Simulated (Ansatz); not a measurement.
What does this script print? It uses the Python package of Ansatz (0.2.0).

Contents of `csiro3.extxyz`:
```text
5
Lattice="4.093677 0.0 0.0 0.0 4.093677 0.0 0.0 0.0 4.093677" Properties=species:S:1:pos:R:3 pbc="T T T"
Cs    0.00000000    0.00000000    0.00000000
Ir    2.04683850    2.04683850    2.04683850
O     2.04683850    2.04683850    0.00000000
O     2.04683850    0.00000000    2.04683850
O     0.00000000    2.04683850    2.04683850
```

`plus_u.py`
```python
'''How the states of CsIrO3 follow the Hubbard U.'''

import ansatz as az
import numpy as np


def count_gap(report):
    # lowest empty less highest filled band, counting bands; zero where they overlap
    return max(report.get('gap_by_band_count_ev') or 0.0, 0.0)

xtal = az.Crystal.from_extxyz('csiro3.extxyz')

base = (
    xtal.calculation()
    .functional('LDA')
    .accuracy('medium')
    .kpoints(spacing=0.29)
    .occupations('Fermi-Dirac', width=0.01)
    .scf(extra_bands=6)
    .band_table()
)
rows = []
for u in [1.0, 3.0, 5.0, 7.0]:
    data = base.hubbard('Ir', 'd', u_eff=u).run().report
    shell = data['hubbard']['n_scf']
    rows.append((u, count_gap(data), sum(shell) / len(shell), data['n_iterations']))
print('      U_eff eV  gap by band count eV  Ir d occupation (projector)      iterations')
for row in rows:
    print(f'{str(row[0]):>14s}  {row[1]:20.3f}  {row[2]:27.4f}  {row[3]:14d}')
print('eigenvalues of the first occupation matrix at the last U, by spin:')
for channel in data['hubbard']['n_eig'][0]:
    print('  ', ' '.join(f'{n:.3f}' for n in channel))
```

Output of `python plus_u.py`:
```text
DeckWarning: basis.ecutwfc = 420 eV, auto-derived from the records' recommended cutoffs: set by Cs (normal level)
      U_eff eV  gap by band count eV  Ir d occupation (projector)      iterations
           1.0                 0.000                       6.9882               9
           3.0                 0.000                       7.0337               9
           5.0                 0.000                       7.0379               8
           7.0                 0.000                       7.0605               9
eigenvalues of the first occupation matrix at the last U, by spin:
   0.379 0.379 0.924 0.924 0.924
```
(Warnings from the package without file and line.)

Notes:
- Spin is left out of this run.
- U, its shell and the double counting are chosen to explore, and aren't derived for this compound.
- The mesh is modest for a metal, so energies can be off by several to tens of meV an atom and pressures by half a GPa or more; differences at equal mesh fare better.
- A gap by band count of zero or less means overlapping bands, a metal.
- A Hubbard U without spin forces both spins into the same orbitals, which can open a gap or pick a state that a spin-polarised run wouldn't.
- This cell is a computed structure, which may not be the phase found in nature.
- Gaps and levels are Kohn-Sham values on a finite set of k-points, without spin-orbit coupling.
- Shell occupations and the effect of U depend on the projectors; a run with no .spin step is spin-unpolarised, and each U may end in a state that isn't the lowest.
- Hardware and time: 14 s on 1 thread of Arm Neoverse V1, on a shared host, peak memory 0.44 GiB.

(A comment or docstring line of the script was reworded after the run, the code is as it ran.)
